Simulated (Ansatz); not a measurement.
# In2S: further runs on a relaxed guess, part 2 of 2

This session takes a relaxed cell of In2S and sets out to see how the gap depends on the functional.

Ansatz 0.2.0; DFT PBE, scalar-relativistic, plane waves, PAW. Earlier steps stand in the parts before.

## (3) Level of theory: LDA

input.yaml reads:

```yaml
crystal:
  lattice:
    - [3.9431303459, 0.0, 0.0]
    - [0.0, 3.9431303459, 0.0]
    - [0.0, 0.0, 5.4326040576]
  atoms:
    - { symbol: In, position: [0.5, 0.0, 0.6609598328] }
    - { symbol: In, position: [0.0, 0.5, 0.3390401672] }
    - { symbol: S, position: [0.0, 0.0, 0.0] }
basis:
  ecutwfc: 420
kpoints:
  mp_grid: { grid: [12, 12, 10] }
  band_path:
    path:
      - [[0.0, 0.0, 0.0], [0.0, 0.5, 0.0], [0.5, 0.5, 0.0], [0.0, 0.0, 0.0], [0.0, 0.0, 0.5], [0.0, 0.5, 0.5], [0.5, 0.5, 0.5], [0.0, 0.0, 0.5]]
      - [[0.0, 0.5, 0.0], [0.0, 0.5, 0.5]]
      - [[0.5, 0.5, 0.0], [0.5, 0.5, 0.5]]
    npoints: 14
hamiltonian:
  xc: lda
scf:
  occupations: { method: gaussian, width: 0.1 }
  n_extra_bands: 7
output:
  forces: true
  stress: true
  eigenvalues: true
  populations: true
  dos: { projected: true, de: 0.02, nscf_kmesh: { grid: [15, 15, 12] } }
  bader: true
  write_density: true
  write_potential: true
  elf: true
  volumetric_format: npy
```

Started as:

```bash
ansatz run input.yaml --threads 1 --pin off --max-ram 2560MiB --backend cpu --events-out ev --progress --plain --runs-dir out
```

What it wrote:

```text
Warning: RAYON_NUM_THREADS=1 ignored (pool sized by the plan → 1); use --threads N
scf.n_extra_bands = 7 over 16 filled bands (N_el = 32.0): the run solves 23 bands
Engine: ansatz 0.2.0, x86_64-unknown-linux-gnu
Pseudopotentials: kind: paw
Pseudopotential: In, paw, valence charge 13, recommended cutoff 420 eV (normal), In.paw.azcp
Pseudopotential: S, paw, valence charge 6, recommended cutoff 420 eV (normal), S.paw.azcp
Functional definition: SPW92
  exchange = slater_x
  correlation = pw_c
Crystal: 3 atoms, lattice volume = 84.468 Å³
Basis set: ecut = 420 eV, 1651 PW (Γ)
Bands: 23, of which v1, the nominal top of the filled ones, is band 16 counted from 1 (15 counted from 0)
Symmetry: 8 space group operations
Space group: P-4m2 (ITA 115), of the structure as read, at distance tolerance 4.4e-5 Å
k-points: 168 of 1440 (time reversal used)
Non-local potential: In, projectors of the file, l = 0: 2, l = 1: 2, l = 2: 2, l = 3: 2
Non-local potential: S, projectors of the file, l = 0: 2, l = 1: 2, l = 2: 2
PAW form: soft (Blöchl's): semilocal exchange-correlation on the pseudo side does not see the compensation charge
PAW frozen core: In, regenerated for the run's functional, and the local potential with it (the file was generated under x = pbe(κ = 0.804, μ = 0.2195149727645171), c = pbe(β = 0.06672455060314922))
PAW frozen core: S, regenerated for the run's functional, and the local potential with it (the file was generated under x = pbe(κ = 0.804, μ = 0.2195149727645171), c = pbe(β = 0.06672455060314922))
PAW one-centre angular grid: In, 590 points (default); XC on 64 Gauss nodes
PAW one-centre angular grid: S, 110 points (default); XC on 64 Gauss nodes
Initial density: superposition of atomic densities (neutral atoms: chi_scale 0, normalization atom), corrected by the library's trained network
Initial wavefunctions: pseudopotential atomic-orbital guess
Functional: x = slater, c = lda
SCF iter   1: F=—  HF=-11784.564362 eV  |F-HF|=—  |Δ(HF+E_count)|=         —  Δρ=7.45e-3  dr2=5.69e-2  ethr=1.77e-3  ⟨swp⟩=6.5  Hψ=19413  notcnv=0  defer=5
preconditioner: auto → Kerker (q_TF=auto, 2.321 Å⁻¹)  [metal: Δε(μ)=0.050 eV  Ē_g=15.270 eV  σ=0.100 eV  W_gap=0.27  n_scr=20 (ndim 8)  ℏωp=22.9 eV  f_vac=0.018  D(μ)=0.49/eV (n_scr^D=0)]
SCF iter   2: F=—  HF=-11784.548546 eV  |F-HF|=—  |Δ(HF+E_count)|=   1.58e-2  Δρ=3.82e-3  dr2=1.28e-2  ethr=1.78e-4  ⟨swp⟩=1.0  Hψ=5208  notcnv=0  defer=12
SCF iter   3: F=—  HF=-11784.544929 eV  |F-HF|=—  |Δ(HF+E_count)|=   3.62e-3  Δρ=7.31e-4  dr2=5.72e-4  ethr=4.01e-5  ⟨swp⟩=2.4  Hψ=6256  notcnv=0  defer=12
SCF iter   4: F=—  HF=-11784.544770 eV  |F-HF|=—  |Δ(HF+E_count)|=   1.59e-4  Δρ=2.59e-4  dr2=8.81e-5  ethr=1.79e-6  ⟨swp⟩=2.0  Hψ=5947  notcnv=0  defer=12
SCF iter   5: F=—  HF=-11784.544746 eV  |F-HF|=—  |Δ(HF+E_count)|=   2.39e-5  Δρ=6.52e-5  dr2=7.56e-6  ethr=2.75e-7  ⟨swp⟩=2.3  Hψ=4254  notcnv=0  defer=12
SCF iter   6: F=—  HF=-11784.544745 eV  |F-HF|=—  |Δ(HF+E_count)|=   7.95e-7  Δρ=1.92e-5  dr2=5.31e-7  ethr=2.36e-8  ⟨swp⟩=2.1  Hψ=4031  notcnv=0  defer=12
SCF iter   7: F=-11784.544745 eV  HF=-11784.544745 eV  |F-HF|=5.23e-9  |Δ(HF+E_count)|=   7.81e-8  Δρ=5.10e-6  dr2=3.38e-8  ethr=3.13e-10  ⟨swp⟩=12.9  Hψ=28787  notcnv=0
SCF 1 converged in 7 iterations: F = -11784.544745 eV  dr2 = 3.38e-8
NSCF: frozen V_eff on 129 k-points
NSCF: frozen V_eff on 252 k-points
SCF converged after 7 iterations
Free energy (F): -11784.544745 eV
Harris-Foulkes:  -11784.544745 eV  (|F-HF|=5.23e-9)
Internal energy: -11784.542062 eV  (E = F + TS)
E sigma→0 (E₀):  -11784.543404 eV
Entropy (-TS):   -0.002683 eV (-0.894 meV/atom)
Fermi energy:    6.845981 eV
--- Per-component energies (eV) ---
  E_band       = -126.858045
  E_kinetic    = 588.267795
  E_local      = -2693.171006  (includes V_loc(G=0)·N_el)
  E_nonlocal   = 768.867892
  E_hartree    = 1050.983860
  E_xc         = -522.582387
  E_vxc        = -288.594730  (∫ρ·V_xc dr)
  E_paw        = -8594.723645  (= ΣΔE_a)
  E_vpaw       = -604.202199  (= ΣTr[D̂ρ^β])
  E_aug_tail   = 0.000051  (compensation charges beyond the density's cutoff)
  E_ewald      = -2382.906893
  E_core_change = 0.722270  (= ΣΔE_core)
  E_smearing   = -0.002683  (= −TS)
  E_closure    = -0.000000  (closes the sum)
  Σ components = -11784.544745   (vs F -11784.544745, Δ=0.00e0)
--- Forces (eV/Å), atoms counted from 1 ---
  atom   1  In    -0.00000000     0.00000000     0.10970635
  atom   2  In     0.00000000     0.00000000    -0.10970635
  atom   3  S      0.00000000     0.00000000     0.00000000
  max |Σ_I F_I| component: 5.55e-17 eV/Å
--- Stress (GPa, compression-positive) ---
       -3.600596       0.000000      -0.000000
        0.000000      -3.600596       0.000000
       -0.000000       0.000000      -4.353669
  P = ⅓ Tr σ = -3.8516 GPa (-38.516 kbar)
--- Band table (eV; the first three rows and the last of 168) ---
  k-point 0: bands = ["-7.7628", "-7.5553", "-7.5446", "-7.5446", "-7.5219", "-7.4565", "-7.3904", "-7.3671", "-7.3671", "-7.3316", "-6.0198", "0.4702", "1.5717", "4.5401", "4.5401", "8.2817", "8.8661", "10.4968", "10.4968", "11.6861", "12.8101", "12.8101", "13.1259"]
  k-point 1: bands = ["-7.7558", "-7.5550", "-7.5432", "-7.5432", "-7.5233", "-7.4629", "-7.3879", "-7.3690", "-7.3690", "-7.3319", "-6.0108", "0.1624", "1.9683", "4.5620", "4.5620", "8.0568", "8.9945", "10.2943", "10.2943", "11.6859", "12.7136", "13.0715", "13.0715"]
  k-point 2: bands = ["-7.7358", "-7.5544", "-7.5392", "-7.5392", "-7.5302", "-7.4765", "-7.3830", "-7.3741", "-7.3741", "-7.3325", "-5.9866", "-0.3137", "2.7113", "4.6214", "4.6214", "7.5576", "9.2271", "9.8770", "9.8770", "11.6947", "12.1636", "13.6599", "13.6599"]
  k-point 167: bands = ["-7.7276", "-7.5982", "-7.5662", "-7.5187", "-7.5187", "-7.4337", "-7.4337", "-7.3782", "-7.3782", "-7.3693", "-4.9076", "1.9267", "1.9267", "2.5408", "4.9176", "4.9176", "5.7182", "8.2139", "9.5715", "12.1341", "12.5551", "12.5551", "15.1479"]
--- Löwdin populations: 3 sites ---
  site symbol       q [e]
     0     In     12.8631
     1     In     12.8631
     2      S      6.2125
  spilling = 0.001915 (of n_electrons = 32.000000)
--- Bader charges: 3 sites ---
  site symbol  charge [e]  shift [e]
     0     In      0.4353     0.0005
     1     In      0.4353     0.0005
     2      S     -0.8707     0.0010
  estimated error of the sums over rays = 1.8e-4 e
```

Wall time 50 s (1 thread of Intel Xeon 6975P-C (Granite Rapids), shared host); peak memory 0.62 GiB.

By site:

```
atom  Löwdin electrons  Bader charge (e)  Bader volume (Å³)
 In1             12.86             +0.44               27.4
 In2             12.86             +0.44               27.4
  S3              6.21             -0.87               29.7
```

From bands.tsv, the levels nearest the Fermi level at the path's corners, in eV from the Fermi level:

```
point  band 13  band 14  band 15  band 16  band 17  band 18  band 19  band 20
    Γ    -5.27    -2.31    -2.31     1.44     2.02     3.65     3.65     4.84
    X    -4.47    -3.43    -1.91    -1.89     0.42     3.45     4.37     5.55
    M    -5.15    -3.17    -1.69    -0.80    -0.80    -0.31     3.00     3.00
    Γ    -5.27    -2.31    -2.31     1.44     2.02     3.65     3.65     4.84
    Z    -2.05    -2.05    -1.63    -1.48     2.24     2.24     3.27     3.60
    R    -5.66    -3.86    -1.82    -0.36     1.61     3.10     4.64     4.72
    A    -4.92    -4.30    -1.93    -1.93    -1.13     1.37     2.73     5.29
    Z    -2.05    -2.05    -1.63    -1.48     2.24     2.24     3.27     3.60
    X    -4.47    -3.43    -1.91    -1.89     0.42     3.45     4.37     5.55
    R    -5.66    -3.86    -1.82    -0.36     1.61     3.10     4.64     4.72
    M    -5.15    -3.17    -1.69    -0.80    -0.80    -0.31     3.00     3.00
    A    -4.92    -4.30    -1.93    -1.93    -1.13     1.37     2.73     5.29
```

States per cell in windows of 1 eV, from dos.tsv and pdos.tsv (zero at the Fermi level):

| from | to | total | In 5s | In 5p | S 3p |
| --- | --- | --- | --- | --- | --- |
| -7 | -6 | 1.01 | 0.52 | 0.25 | 0.20 |
| -6 | -5 | 1.24 | 0.55 | 0.23 | 0.44 |
| -5 | -4 | 1.31 | 0.48 | 0.21 | 0.57 |
| -4 | -3 | 1.40 | 0.13 | 0.43 | 0.80 |
| -3 | -2 | 2.43 | 0.19 | 0.68 | 1.52 |
| -2 | -1 | 1.31 | 0.30 | 0.40 | 0.58 |
| -1 | 0 | 1.01 | 0.36 | 0.32 | 0.30 |
| 0 | 1 | 0.74 | 0.20 | 0.38 | 0.11 |
| 1 | 2 | 1.60 | 0.25 | 0.98 | 0.24 |
| 2 | 3 | 1.99 | 0.19 | 1.35 | 0.27 |
| 3 | 4 | 1.68 | 0.25 | 1.04 | 0.23 |
| 4 | 5 | 1.33 | 0.05 | 0.90 | 0.12 |
| 5 | 6 | 2.10 | 0.08 | 1.25 | 0.15 |

A further 22 or so states lie below the table's range.

Density in a lattice plane of the grid's cell (edges 3.94 and 5.43 Å, at 0.000 of the third edge), which holds In and S.

Ten even steps from ' ' (-0.03 e/Å³) to '@' (12.41 e/Å³):
```
                                    
                                    
                                    
                ......              
            ..::--==--::..          
            ..==**%%**==..          
            ::==%%@@%%==::          
            ..--++**++--..          
              ..::::::..            
                                    
                                    
                                    
                                    
                                    
                                    
                                    
                                    
                                    
                                    
                                    
```
Columns run along the first of these edges and rows up along the second, over one cell in 18 and 20 even steps from the bottom left corner. Atoms in the plane (fractional): In at (0.50, 0.66), S at (0.00, 0.00).

ELF in the same plane.

Ten even steps from ' ' (0.00) to '@' (0.87):
```
..--##@@@@%%**--......--**%%@@@@##--
##%%@@@@@@##==::......::==##@@@@@@%%
@@@@@@%%##==::::::::::::::==##%%@@@@
%%####++--::::::::::::::::::--++####
====----::::::::..  ..::::::::----==
::::::::::--::          ::--::::::::
......::::--::          ::--::::....
  ..::::----::..      ..::----::::..
  ....--------::::..::::--------....
  ....::----------------------::....
  ....::::------------------::::....
    ......::--==========--::......  
....    ......::::--::::......    ..
::........      ......      ........
====----::..              ..::----==
%%####**==--..          ..--==**####
@@@@@@%%##++--..      ..--++##%%@@@@
##%%@@@@%%##++::      ::++##%%@@@@%%
..--##@@@@%%**--..  ..--**%%@@@@##--
    ++@@@@@@**--..  ..--**@@@@@@++  
```
Columns run along the first of these edges and rows up along the second, over one cell in 18 and 20 even steps from the bottom left corner. Atoms in the plane (fractional): In at (0.50, 0.66), S at (0.00, 0.00).

Both are smooth fields of the valence electrons: close to the nuclei they are not physical.

The highest ELF values outside the cores: 0.88 in the shell around S, 0.9 Å from S.

## (4) Changed: mp_grid.grid [18, 18, 15], lower_state_search full

input.yaml reads:

```yaml
crystal:
  lattice:
    - [3.9431303459, 0.0, 0.0]
    - [0.0, 3.9431303459, 0.0]
    - [0.0, 0.0, 5.4326040576]
  atoms:
    - { symbol: In, position: [0.5, 0.0, 0.6609598328] }
    - { symbol: In, position: [0.0, 0.5, 0.3390401672] }
    - { symbol: S, position: [0.0, 0.0, 0.0] }
basis:
  ecutwfc: 420
kpoints:
  mp_grid: { grid: [18, 18, 15] }
hamiltonian:
  xc: lda
scf:
  occupations: { method: gaussian, width: 0.1 }
  lower_state_search: full
output:
  forces: true
  eigenvalues: true
  stress: true
```

Started as:

```bash
ansatz run input.yaml --threads 1 --pin off --max-ram 2560MiB --backend cpu --events-out ev --progress --plain --runs-dir out
```

What it wrote (excerpt; [...] marks lines left out):

```text
Warning: RAYON_NUM_THREADS=1 ignored (pool sized by the plan → 1); use --threads N
the run goes by scf.lower_state_search full: where its kind and settings allow, a search for a lower-energy state can add stability tests and further SCF calculations, which can take many times as long as the SCF (see the manual's entry of the key); standard usually adds fewer, off none
[...]
Pseudopotentials: kind: paw
Pseudopotential: In, paw, valence charge 13, recommended cutoff 420 eV (normal), In.paw.azcp
Pseudopotential: S, paw, valence charge 6, recommended cutoff 420 eV (normal), S.paw.azcp
Functional definition: SPW92
[...]
Crystal: 3 atoms, lattice volume = 84.468 Å³
Basis set: ecut = 420 eV, 1651 PW (Γ)
Bands: 20, of which v1, the nominal top of the filled ones, is band 16 counted from 1 (15 counted from 0)
Symmetry: 8 space group operations
Space group: P-4m2 (ITA 115), of the structure as read, at distance tolerance 4.4e-5 Å
[...]
SCF iter   3: F=-11784.546318 eV  HF=-11784.546318 eV  |F-HF|=3.58e-10  |Δ(HF+E_count)|=  8.80e-10  Δρ=1.94e-6  dr2=6.90e-9  ethr=4.39e-11  ⟨swp⟩=1.0  Hψ=107185  notcnv=0
[...]
SCF converged after 7 iterations
Free energy (F): -11784.546318 eV
[...]
E sigma→0 (E₀):  -11784.545366 eV
Entropy (-TS):   -0.001905 eV (-0.635 meV/atom)
Fermi energy:    6.851610 eV
[...]
--- Forces (eV/Å), atoms counted from 1 ---
  atom   1  In    -0.00000000     0.00000000     0.11487314
  atom   2  In     0.00000000     0.00000000    -0.11487314
  atom   3  S     -0.00000000     0.00000000     0.00000000
[...]
--- Stress (GPa, compression-positive) ---
       -3.571514       0.000000      -0.000000
        0.000000      -3.571514       0.000000
       -0.000000       0.000000      -4.289982
  P = ⅓ Tr σ = -3.8110 GPa (-38.110 kbar)
--- Band table (eV; the first three rows and the last of 440) ---
  k-point 0: bands = ["-7.7624", "-7.5553", "-7.5442", "-7.5442", "-7.5214", "-7.4564", "-7.3898", "-7.3667", "-7.3667", "-7.3316", "-6.0162", "0.4699", "1.5741", "4.5433", "4.5433", "8.2836", "8.8673", "10.4966", "10.4966", "11.6865"]
[...]
```

It took 3.3 min on 1 thread of Intel Xeon 6975P-C (Granite Rapids), shared host; peak memory 2.5 GiB.

| run | ending | energy change | pressure (GPa) | gap (eV) | force (eV/Å) | cycles | time |
| --- | --- | --- | --- | --- | --- | --- | --- |
| step 3 | converged | 0 | -3.9 | 0.00 | 0.11 | 7 | 50 s |
| variant | converged | -0.5 meV/atom | -3.8 | 0.00 | 0.11 | 7 | 3.3 min |

Changing the k-point mesh and search for lower states moves the energy by -0.5 meV/atom.

## (5) Comparison of the levels of theory

```
 level  gap (eV)  pressure (GPa)  CPU time  against the first
   PBE      0.00             0.0      50 s                × 1
r2SCAN      0.00            -1.5      78 s              × 1.5
   LDA      0.00            -3.9      50 s             × 0.99
```

All at the geometry relaxed with the first.

## (6) Summary of results

The summary covers parts 1 to 2.

| quantity | value |
| --- | --- |
| gap (r2SCAN) | none (metal) |
| states at the Fermi level (r2SCAN) | 0.52 per eV per cell |
| Bader charges (r2SCAN) | In +0.50, S -1.01 e |
| gap (LDA) | none (metal) |
| states at the Fermi level (LDA) | 0.56 per eV per cell |
| Bader charges (LDA) | In +0.44, S -0.87 e |

In words: All levels find a metal. At this fixed cell LDA gives -3.9 GPa, so it would relax to a smaller volume. Spin polarisation is off in the runs that give these values; a magnetic solution could lie lower.
